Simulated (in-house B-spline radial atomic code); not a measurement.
**Sn⁶⁺: ionisation energy by several methods**

Aim: the ionisation energy of Sn⁶⁺ by several methods, each as the difference of two self-consistent energies (Sn⁶⁺ and the next ion, [Kr] 4d7).

The numbers are computed with in-house B-spline radial atomic code version 1 (Dirac-Coulomb, several functionals, exact exchange averaged over the configuration; spherical all-electron atom at the radial basis limit), except any that are marked as measured or tabulated.

### Step 1. The system

| Quantity | Value |
| --- | --- |
| element | tin (Z = 50) |
| charge | +6 |
| electrons | 44 |
| configuration | [Kr] 4d8 |
| nucleus | Fermi, rms radius 4.652 fm |

The outer shells:

[Kr] 4d8
```
[Kr] core
4d [↑↓][↑↓][↑↓][↑ ][↑ ]
```

The boxes only draw the filling; these runs are spin-restricted and spherical.

### Step 2. ωB97X, a range-separated hybrid

The run's settings:

```ini
Z = 50
electrons = 44.0
configuration = [Kr] 4d8
hamiltonian = dirac
method = wb97x
spin_polarised = False
nucleus = fermi
rms_radius = 4.6519
mass_number = 120
atomic_mass = 119.902202557
speed_of_light = 137.035999084
exact_exchange = averaged over the configuration
```

The run is started by

```sh
$ python run_scf.py task.json out
```

The settings of every run stand in task.json; they run in order.

From the run's result record (rounded, not every field):

```text
{
  "status": "converged",
  "scf [iteration, energy, orbital gradient]": [
    [1, -6150.78108928, 0.987],
    [2, -6164.02286886, 0.507],
    [3, -6169.27884576, 0.139],
    [4, -6169.63090615, 0.0352],
    [5, -6169.65199215, 0.0175],
    [6, -6169.6578083, 0.00264],
    [7, -6169.65784256, 0.000198],
    [8, -6169.65784302, 1.58e-05],
    [9, -6169.65784303, 1.52e-06],
    [10, -6169.65784303, 8.28e-08]
  ],
  "energy [hartree]": {"total": -6169.65784303, "kinetic": 6496.55928489, "nuclear": -14836.439727, "coulomb": 2332.93712557, "exact_exchange": -31.0783416115, "xc": -131.636184866},
  "breit [hartree]": {"gaunt": 4.929674, "retardation": -0.5040445, "frequency_dependence": -0.04223645},
  "qed [hartree]": {"self_energy": 3.341304, "uehling": -0.4353456, "wichmann_kroll": 0.008992155},
  "recoil [hartree]": 0.01921232,
  "total_with_corrections [hartree]": -6162.34028626,
  "orbitals [hartree, bohr; first row names the columns]": [
    ["name", "occ", "eps", "<r>", "<r^2>", "<1/r>", "r_max", "density_at_nucleus", "small_component", "breit_shift", "self_energy", "hyperfine_A/g_I (MHz)"],
    ["1s1/2", 2.0, -1071.1246, 0.029052, 0.0011425, 53.089, 0.018772, 80140.0, 0.033734, 2.4906, 1.4108, 38093000.0],
    ["2s1/2", 2.0, -165.08885, 0.12506, 0.018502, 12.316, 0.10619, 9395.3, 0.0071442, 0.29086, 0.17561, 4336900.0],
    ["2p1/2", 2.0, -154.34642, 0.10582, 0.013764, 12.29, 0.081819, 226.37, 0.0071578, 0.45222, 0.00073033, 1357400.0],
    ["2p3/2", 4.0, -145.86507, 0.11118, 0.015067, 11.445, 0.086333, "-", 0.0068338, 0.33266, 0.015264, 212070.0],
    ["3s1/2", 2.0, -34.789161, 0.33857, 0.13118, 4.3581, 0.30751, 1828.3, 0.0020705, 0.056741, 0.035369, 840520.0],
    ["3p1/2", 2.0, -30.422378, 0.32945, 0.12616, 4.2647, 0.29401, 47.598, 0.0020121, 0.082741, 0.0008773, 252130.0],
    ["3p3/2", 4.0, -28.863909, 0.34056, 0.1346, 4.0587, 0.30422, "-", 0.0019249, 0.060358, 0.0034245, 39297.0],
    ["3d3/2", 4.0, -21.170332, 0.31202, 0.11561, 3.9027, 0.24922, "-", 0.0018062, 0.0451, -0.00031695, 18544.0],
    ["3d5/2", 6.0, -20.849088, 0.31556, 0.11811, 3.8494, 0.25217, "-", 0.0017804, 0.035377, 0.00058074, 7641.4],
    ["4s1/2", 2.0, -8.2969836, 0.80922, 0.73903, 1.7228, 0.74293, 373.53, 0.00056662, 0.01175, 0.0072154, 171580.0],
    ["4p1/2", 2.0, -6.8085289, 0.84927, 0.82025, 1.6153, 0.7675, 9.071, 0.00051146, 0.015368, 0.00016198, 47005.0],
    ["4p3/2", 4.0, -6.5161971, 0.8753, 0.87085, 1.5526, 0.79099, "-", 0.00048714, 0.011082, 0.00063161, 7299.0],
    ["4d3/2", 3.2, -4.1335397, 0.99816, 1.1541, 1.3198, 0.8597, "-", 0.00036901, 0.0060825, -4.0794e-05, 2620.7],
    ["4d5/2", 4.8, -4.0886709, 1.0077, 1.1759, 1.3048, 0.86787, "-", 0.00036295, 0.0046224, 8.5435e-05, 1077.2]
  ],
  "sum_r [bohr^k]": {"-1": 296.7318, "1": 21.65369, "2": 18.29078},
  "density_at_nucleus [bohr^-3]": 184041.2,
  "ionisation_energy [hartree]": 4.28574443,
  "ionisation_energy_with_corrections [hartree]": 4.28583895
}
```

It took 7.2 s on 1 thread, shared host.

The run also solves the next ion with the same method; the record keeps the difference, ionisation_energy.

### Step 3. HSE06, a range-separated hybrid

The settings differ from step 2 so:

```diff
@@ -4,3 +4,3 @@
 hamiltonian = dirac
-method = wb97x
+method = hse06
 spin_polarised = False
```

Result record:

```text
{
  "status": "converged",
  "iterations": 9,
  "energy [hartree]": {"total": -6168.95824396, "kinetic": 6495.58096038, "nuclear": -14834.8048297, "coulomb": 2332.44458745, "exact_exchange": -39.1503177579, "xc": -123.028644345},
  "breit [hartree]": {"gaunt": 4.928577, "retardation": -0.5038266, "frequency_dependence": -0.04230772},
  "qed [hartree]": {"self_energy": 3.340899, "uehling": -0.4352866, "wichmann_kroll": 0.008991367},
  "recoil [hartree]": 0.01921435,
  "total_with_corrections [hartree]": -6161.64198341,
  "orbitals [hartree, bohr; first row names the columns]": [
    ["name", "occ", "eps", "<r>"],
    ["1s1/2", 2.0, -1072.1899, 0.029052],
    ["2s1/2", 2.0, -165.42384, 0.12505],
    ["2p1/2", 2.0, -154.60519, 0.10583],
    ["2p3/2", 4.0, -146.12087, 0.11119],
    ["3s1/2", 2.0, -34.879055, 0.33838],
    ["3p1/2", 2.0, -30.475238, 0.32934],
    ["3p3/2", 4.0, -28.912486, 0.34041],
    ["3d3/2", 4.0, -21.159646, 0.31203],
    ["3d5/2", 6.0, -20.838167, 0.31556],
    ["4s1/2", 2.0, -8.2384714, 0.80915],
    ["4p1/2", 2.0, -6.7307464, 0.84927],
    ["4p3/2", 4.0, -6.437722, 0.87512],
    ["4d3/2", 3.2, -4.0335496, 1.0008],
    ["4d5/2", 4.8, -3.9886815, 1.0105]
  ],
  "sum_r [bohr^k]": {"-1": 296.6991, "1": 21.67357, "2": 18.34793},
  "ionisation_energy [hartree]": 4.2943266,
  "ionisation_energy_with_corrections [hartree]": 4.29442907
}
```

Wall time 5.4 s (1 thread, shared host).

### Step 4. B3LYP, a global hybrid

The settings differ from step 3 so:

```diff
@@ -4,3 +4,3 @@
 hamiltonian = dirac
-method = hse06
+method = b3lyp
 spin_polarised = False
```

Result record:

```text
{
  "status": "converged",
  "iterations": 9,
  "energy [hartree]": {"total": -6169.46580816, "kinetic": 6495.91404388, "nuclear": -14835.2111922, "coulomb": 2332.52197215, "exact_exchange": -31.840556307, "xc": -130.85007569},
  "breit [hartree]": {"gaunt": 4.929639, "retardation": -0.5041734, "frequency_dependence": -0.04228319},
  "qed [hartree]": {"self_energy": 3.340026, "uehling": -0.435162, "wichmann_kroll": 0.00898891},
  "recoil [hartree]": 0.01921008,
  "total_with_corrections [hartree]": -6162.1495627,
  "orbitals [hartree, bohr; first row names the columns]": [
    ["name", "occ", "eps", "<r>"],
    ["1s1/2", 2.0, -1071.5451, 0.029055],
    ["2s1/2", 2.0, -165.18, 0.12507],
    ["2p1/2", 2.0, -154.43791, 0.10581],
    ["2p3/2", 4.0, -145.95179, 0.11118],
    ["3s1/2", 2.0, -34.756279, 0.33867],
    ["3p1/2", 2.0, -30.383775, 0.32951],
    ["3p3/2", 4.0, -28.823227, 0.34064],
    ["3d3/2", 4.0, -21.108021, 0.3121],
    ["3d5/2", 6.0, -20.786567, 0.31564],
    ["4s1/2", 2.0, -8.2016957, 0.80855],
    ["4p1/2", 2.0, -6.7074071, 0.84862],
    ["4p3/2", 4.0, -6.4128352, 0.87489],
    ["4d3/2", 3.2, -4.028129, 1.0019],
    ["4d5/2", 4.8, -3.9830998, 1.0119]
  ],
  "sum_r [bohr^k]": {"-1": 296.7073, "1": 21.68285, "2": 18.38231},
  "ionisation_energy [hartree]": 4.29509222,
  "ionisation_energy_with_corrections [hartree]": 4.29518675
}
```

It took 2.8 s on 1 thread, shared host.

### Step 5. CAM-B3LYP, a range-separated hybrid

The settings differ from step 4 so:

```diff
@@ -4,3 +4,3 @@
 hamiltonian = dirac
-method = b3lyp
+method = camb3lyp
 spin_polarised = False
```

Result record:

```text
{
  "status": "converged",
  "iterations": 9,
  "energy [hartree]": {"total": -6169.71810957, "kinetic": 6496.53316824, "nuclear": -14835.8123782, "coulomb": 2332.3736196, "exact_exchange": -33.8258260036, "xc": -128.986693232},
  "breit [hartree]": {"gaunt": 4.9303, "retardation": -0.5042191, "frequency_dependence": -0.04228284},
  "qed [hartree]": {"self_energy": 3.340746, "uehling": -0.4352621, "wichmann_kroll": 0.008990799},
  "recoil [hartree]": 0.01921079,
  "total_with_corrections [hartree]": -6162.40062602,
  "orbitals [hartree, bohr; first row names the columns]": [
    ["name", "occ", "eps", "<r>"],
    ["1s1/2", 2.0, -1071.6005, 0.029053],
    ["2s1/2", 2.0, -165.22335, 0.12507],
    ["2p1/2", 2.0, -154.48326, 0.10581],
    ["2p3/2", 4.0, -145.99628, 0.11117],
    ["3s1/2", 2.0, -34.818101, 0.33867],
    ["3p1/2", 2.0, -30.447456, 0.32952],
    ["3p3/2", 4.0, -28.887294, 0.34064],
    ["3d3/2", 4.0, -21.176046, 0.3121],
    ["3d5/2", 6.0, -20.854626, 0.31565],
    ["4s1/2", 2.0, -8.2765519, 0.80863],
    ["4p1/2", 2.0, -6.782606, 0.84878],
    ["4p3/2", 4.0, -6.4879355, 0.8751],
    ["4d3/2", 3.2, -4.1006769, 1.0021],
    ["4d5/2", 4.8, -4.0556997, 1.012]
  ],
  "sum_r [bohr^k]": {"-1": 296.7193, "1": 21.6854, "2": 18.39045},
  "ionisation_energy [hartree]": 4.2929121,
  "ionisation_energy_with_corrections [hartree]": 4.29300935
}
```

Wall time 6.2 s (1 thread, shared host).

### Step 6. All methods side by side

| method | rung | total energy (hartree) | ΔSCF (eV) | with Breit, QED, recoil (eV) | −ε highest (eV) | corrected ΔSCF less tabulated (eV) |
| --- | --- | --- | --- | --- | --- | --- |
| B3LYP | global hybrid | -6169.4658 | 116.88 | 116.88 | 108.39 (4d5/2) | +3.98 |
| ωB97X | range-separated hybrid | -6169.6578 | 116.62 | 116.62 | 111.26 (4d5/2) | +3.72 |
| HSE06 | range-separated hybrid | -6168.9582 | 116.85 | 116.86 | 108.54 (4d5/2) | +3.96 |
| CAM-B3LYP | range-separated hybrid | -6169.7181 | 116.82 | 116.82 | 110.36 (4d5/2) | +3.92 |

**Reading.** Tables give 112.9 ± 2 eV (tabulated theoretical; NIST Atomic Spectra Database) for the ionisation energy. ωB97X misses by +3.72 eV, the least, and B3LYP by +3.98 eV (3.5 %), the most. All methods miss on the same side by much the same amount, which points to something that they share. Open shells are averaged (over orientations, and over spins where the run is restricted), while tables refer to the lowest levels.

Cost against accuracy (CPU time on one thread of a shared host; * marks runs that also wrote radial tables):

| method | CPU time | miss (eV) |
| --- | --- | --- |
| B3LYP | 2.8 s | +3.98 |
| HSE06 | 5.4 s | +3.96 |
| CAM-B3LYP | 6.2 s | +3.92 |
| ωB97X | 7.1 s | +3.72 |
